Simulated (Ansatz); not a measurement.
# RbY2S2: the cost of one run

Method: DFT PBE, scalar-relativistic, plane waves, PAW, in Ansatz 0.2.0.

## (1) Starting point

Symmetry: P4mm, No. 99, tetragonal system. Conventional cell: a = 4.792 Å, b = 4.792 Å, c = 6.784 Å, α = 90.00°, β = 90.00°, γ = 90.00°. Rb (site symmetry 4mm) has 4 S at 2.63 Å as nearest neighbours. Y (site symmetry 2mm) is surrounded by 1 S at 2.18 Å. S (site symmetry 2mm) is surrounded by 1 Y at 2.18 Å and 2 Rb at 2.63 Å.

Coordinates:

```
CELL_PARAMETERS angstrom
4.79153 0.00000 0.00000
0.00000 4.79153 0.00000
0.00000 0.00000 6.78370
ATOMIC_POSITIONS crystal
Rb 0.50000 0.50000 0.36935
Y 0.50000 0.00000 0.88834
Y 0.00000 0.50000 0.88834
S 0.50000 0.00000 0.20924
S 0.00000 0.50000 0.20924
```

Recipe of the guess: random cell by space group and Wyckoff sites (P4mm, No. 99). Its size is a rough estimate.

## (2) The guess as it stands, on a coarse mesh

input.yaml

```yaml
crystal:
  lattice:
    - [4.79153015, 0.0, 0.0]
    - [0.0, 4.79153015, 0.0]
    - [0.0, 0.0, 6.78369796]
  atoms:
    - { symbol: Rb, position: [0.5, 0.5, 0.36934694] }
    - { symbol: "Y", position: [0.5, 0.0, 0.88834493] }
    - { symbol: "Y", position: [0.0, 0.5, 0.88834493] }
    - { symbol: S, position: [0.5, 0.0, 0.20924441] }
    - { symbol: S, position: [0.0, 0.5, 0.20924441] }
basis:
  ecutwfc: 420
kpoints:
  mp_grid: { grid: [4, 4, 4] }
hamiltonian:
  xc: pbe
scf:
  occupations: { method: gaussian, width: 0.1 }
  lower_state_search: "off"
output:
  forces: true
  stress: true
  eigenvalues: true
```

On the command line:

```
ansatz run input.yaml --threads 1 --pin off --max-ram 2560MiB --backend cpu --events-out ev --progress --plain --runs-dir out
```

Q: Estimate wall time and peak memory on 1 thread of Arm Neoverse V1, shared host.

About 7.7 s, with a peak of 0.36 GiB.
